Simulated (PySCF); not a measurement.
# C6H5FOS: magnetic properties

Wanted: magnetic properties for C6H5FOS (`Cc1ccsc1C(=O)F`).

Programs: PySCF 2.14.0, with routines of our own; each step states its level. All values are computed. Atoms count from 0.

### 1 The system as given

14 atoms, charge 0, multiplicity 1; geometry from: GFN2-xTB.

### 2 Magnetic properties: GIAO wB97X-D/pcSseg-1

Job settings and geometry (Å):

```
{"job": {"kind": "mag", "xc": "wB97X-D", "basis": "pcSseg-1", "isotopologues": 0}, "charge": 0, "multiplicity": 1}
C     -0.899475    -1.499157    -0.138602
C      0.102692    -0.412232     0.007807
C      1.483715    -0.615435     0.187212
C      2.187839     0.547845     0.294164
S      1.202290     1.935631     0.180028
C     -0.207139     0.938896    -0.017795
C     -1.514552     1.502313    -0.183441
O     -2.559044     0.953569    -0.328231
F     -1.483090     2.876196    -0.162895
H     -1.652170    -1.426044     0.644794
H     -0.419021    -2.472336    -0.088429
H     -1.424150    -1.402324    -1.087852
H      1.936586    -1.589420     0.234722
H      3.244841     0.662025     0.436354
```

Level: GIAO wB97X-D/pcSseg-1 magnetisability, rotational g tensor and spin-rotation constants, non-relativistic, gas phase.

Launch:

```console
$ OMP_NUM_THREADS=1 python excited_run.py task.json out
```

This one command runs all jobs of the session in turn.

The program printed:

```text
coarse grid: 13416 points
cycle   1  E = -804.4538447006  dE =  2.082e+00  |g| = 9.707e-01  |ddm| = 3.838e+00
cycle   2  E = -804.2762981025  dE =  1.775e-01  |g| = 1.451e+00  |ddm| = 1.880e+00
cycle   3  E = -804.6363552884  dE = -3.601e-01  |g| = 1.460e-01  |ddm| = 1.198e+00
cycle   4  E = -804.6393147449  dE = -2.959e-03  |g| = 7.700e-02  |ddm| = 1.628e-01
cycle   5  E = -804.6402500361  dE = -9.353e-04  |g| = 1.058e-02  |ddm| = 5.995e-02
cycle   6  E = -804.6402811088  dE = -3.107e-05  |g| = 4.844e-03  |ddm| = 1.982e-02
cycle   7  E = -804.6402877809  dE = -6.672e-06  |g| = 1.643e-03  |ddm| = 7.113e-03
final grid: 128672 points
cycle   8  E = -804.7158708049  dE = -1.850e-04  |g| = 8.012e-03  |ddm| = 5.738e-02
cycle   9  E = -804.7158689856  dE =  1.819e-06  |g| = 9.138e-03  |ddm| = 1.589e-02
cycle  10  E = -804.7158822465  dE = -1.326e-05  |g| = 1.070e-03  |ddm| = 7.023e-03
cycle  11  E = -804.7158824356  dE = -1.891e-07  |g| = 5.395e-04  |ddm| = 1.791e-03
cycle  12  E = -804.7158824931  dE = -5.749e-08  |g| = 2.064e-04  |ddm| = 5.489e-04
cycle  13  E = -804.7158825028  dE = -9.695e-09  |g| = 5.042e-05  |ddm| = 2.825e-04
cycle  14  E = -804.7158825040  dE = -1.183e-09  |g| = 1.942e-05  |ddm| = 1.147e-04
cycle  15  E = -804.7158825042  dE = -2.365e-10  |g| = 8.993e-06  |ddm| = 4.437e-05
converged SCF energy = -804.7158825042

Magnetisability tensor (1e-30 J/T^2)
    -1085.45      -26.45      108.32
      -26.45    -1074.79        6.31
      108.32        6.31    -1893.91
isotropic -1351.38   principal values   -1908.28  -1098.38  -1047.48
isotropic susceptibility -81.382 1e-6 cm^3/mol

Inertial axes            a          b          c
rot. const./GHz      2.0511     1.4242     0.8449
chi total           -63.470    -65.756   -114.920
chi diamagnetic    -684.343   -894.733  -1460.759
chi paramagnetic    620.873    828.977   1345.840
quadrupole/D A       -2.302      4.297     -1.995
g nuclear            0.5615     0.5280     0.5394
g electronic        -0.5983    -0.5546    -0.5342
g total             -0.0368    -0.0266     0.0052

Spin-rotation constants (kHz, H = +C I.J)
atom  isotope        aa         bb         cc
  8    19F        5.197      2.041      1.450
  9     1H       -0.130     -0.132     -0.015
 10     1H       -0.084     -0.045     -0.092
 11     1H       -0.129     -0.132     -0.015
 12     1H        0.038     -0.022     -0.092
 13     1H        0.134     -0.080     -0.096
  0    13C*       0.317      0.199      0.114
  1    13C*       0.978      0.668      0.120
  2    13C*       0.889      0.514      0.141
  3    13C*       1.011      0.533      0.122
  4    33S*       0.769      0.633      0.258
  5    13C*       0.874      0.465      0.157
  6    13C*       0.758      0.576      0.249
  7    17O*      -1.025     -0.827     -0.088
* in the singly substituted isotopologue
```

Run time: 50 s. Hardware: 1 thread of Arm Neoverse V1, shared host; peak memory 0.89 GiB.

From this job:

```tsv
quantity	value
magnetisability	-1351·10⁻³⁰ J/T²
molar susceptibility	-81.4·10⁻⁶ cm³/mol
rotational g (a, b, c)	-0.0368, -0.0266, 0.0052
```

The fields below are evaluated on a grid from the run's orbitals.

Frontier orbitals at wB97X-D/pcSseg-1, with the share of their density that lies nearest to each atom:

```tsv
orbital	energy (eV)	lies on
HOMO	-9.35	C5 30 %; C1, C3 about 19 % each; S4 10 %
LUMO	-0.40	C1, C3, C6 about 16 % each; S4 15 %; O7 12 %
```

ELF in a plane through or near 12 of the atoms.

Ten even steps from ' ' (0.00) to '@' (1.00):
```
                                                        
                                                        
                              ......                    
              ::==****==    ..**####==..                
            ..++%%##%%##..  ==%%@@@@##::                
              ==%%--****  ..++++--++##::                
          ....  ::****::..==**::**..**::..==++::        
        --##%%####::**%%++==%%##--##%%++%%@@@@@@::      
        --##%%--++**++%%::------..++--==@@@@@@@@--      
        ..**%%%%%%++  ..##@@%%==--##%%++++##%%++        
          --**%%##::  ..++::++++##--==**..              
            ....    ::==%%**--####::**%%==              
                  ==##..::##**..::%%@@@@@@++            
                  --++--==@@%%::  **@@@@@@++            
                    ::**@@@@@@%%    ==**--              
                      ++@@@@@@@@..                      
                      ..##%%%%==                        
                                                        
                                                        
                                                        
```
The map spans 11.6 Å across and 10.6 Å up, centred on the molecule. Atoms in the plane (x, y in Å): C0 (-0.8, -1.6), C1 (0.1, -0.4), C2 (1.5, -0.5), C3 (2.1, 0.8), S4 (1.0, 2.0), C5 (-0.3, 0.9), C6 (-1.7, 1.4), O7 (-2.7, 0.7), F8 (-1.8, 2.7), H10 (-0.2, -2.5), H12 (2.1, -1.4), H13 (3.2, 1.0).

On the surface of density 0.002 e/bohr³ the electrostatic potential runs, from the 1st to the 99th percentile, from -1.51 V near O7 to 1.48 V near H13.

### 3 Magnetic properties: GIAO B3LYP/6-31++G** in acetone

Settings changed since step 2:

```diff
@@ -1,2 +1,2 @@
-{"job": {"kind": "mag", "xc": "wB97X-D", "basis": "pcSseg-1", "isotopologues": 0}, "charge": 0, "multiplicity": 1}
+{"job": {"kind": "mag", "xc": "B3LYP", "basis": "6-31++G**", "scf": {"conv": 1e-07}, "solvent": "acetone"}, "charge": 0, "multiplicity": 1}
 C     -0.899475    -1.499157    -0.138602
```

Method: GIAO B3LYP/6-31++G** magnetisability, non-relativistic, IEF-PCM acetone.

The program printed:

```text
final grid: 128672 points
cycle   1  E = -804.7715871058  dE =  1.718e+00  |g| = 9.044e-01  |ddm| = 1.884e+01
cycle   2  E = -804.3081266974  dE =  4.635e-01  |g| = 1.785e+00  |ddm| = 7.736e+00
cycle   3  E = -804.9217211568  dE = -6.136e-01  |g| = 2.506e-01  |ddm| = 6.593e+00
cycle   4  E = -804.9330799884  dE = -1.136e-02  |g| = 8.105e-02  |ddm| = 1.094e+00
cycle   5  E = -804.9341087708  dE = -1.029e-03  |g| = 2.475e-02  |ddm| = 2.784e-01
cycle   6  E = -804.9342460983  dE = -1.373e-04  |g| = 6.226e-03  |ddm| = 1.488e-01
cycle   7  E = -804.9342541991  dE = -8.101e-06  |g| = 2.262e-03  |ddm| = 3.142e-02
cycle   8  E = -804.9342554229  dE = -1.224e-06  |g| = 6.479e-04  |ddm| = 1.028e-02
cycle   9  E = -804.9342555221  dE = -9.920e-08  |g| = 2.258e-04  |ddm| = 4.589e-03
converged SCF energy = -804.9342555221

Magnetisability tensor (1e-30 J/T^2)
    -1060.86      -28.70      108.94
      -28.70    -1058.27        5.97
      108.94        5.97    -1874.35
isotropic -1331.16   principal values   -1888.80  -1080.62  -1024.07
isotropic susceptibility -80.164 1e-6 cm^3/mol

Inertial axes            a          b          c
rot. const./GHz      2.0511     1.4242     0.8449
chi total           -61.959    -64.788   -113.746
chi diamagnetic    -684.369   -895.061  -1461.493
chi paramagnetic    622.410    830.273   1347.747
quadrupole/D A       -2.872      4.238     -1.365
```

Run time: 36 s. Hardware: 1 thread of Arm Neoverse V1, shared host; peak memory 1.1 GiB.

In short:

```tsv
quantity	value
magnetisability	-1331·10⁻³⁰ J/T²
molar susceptibility	-80.2·10⁻⁶ cm³/mol
```

### 4 Summary of results

| quantity | value |
| --- | --- |
| magnetisability (step 2, GIAO wB97X-D/pcSseg-1) | -1351·10⁻³⁰ J/T² |
| molar susceptibility (step 2, GIAO wB97X-D/pcSseg-1) | -81.4·10⁻⁶ cm³/mol |
| rotational g (a, b, c) (step 2, GIAO wB97X-D/pcSseg-1) | -0.0368, -0.0266, 0.0052 |
| surface potential, 1st and 99th percentile | -1.51 V and 1.48 V |

**Reading.** By nearest atom (wB97X-D/pcSseg-1), the HOMO sits on C5 30 %; C1, C3 about 19 % each and the LUMO on C1, C3, C6 about 16 % each; S4 15 %. Vibrational averaging and real surroundings are missing from these values.
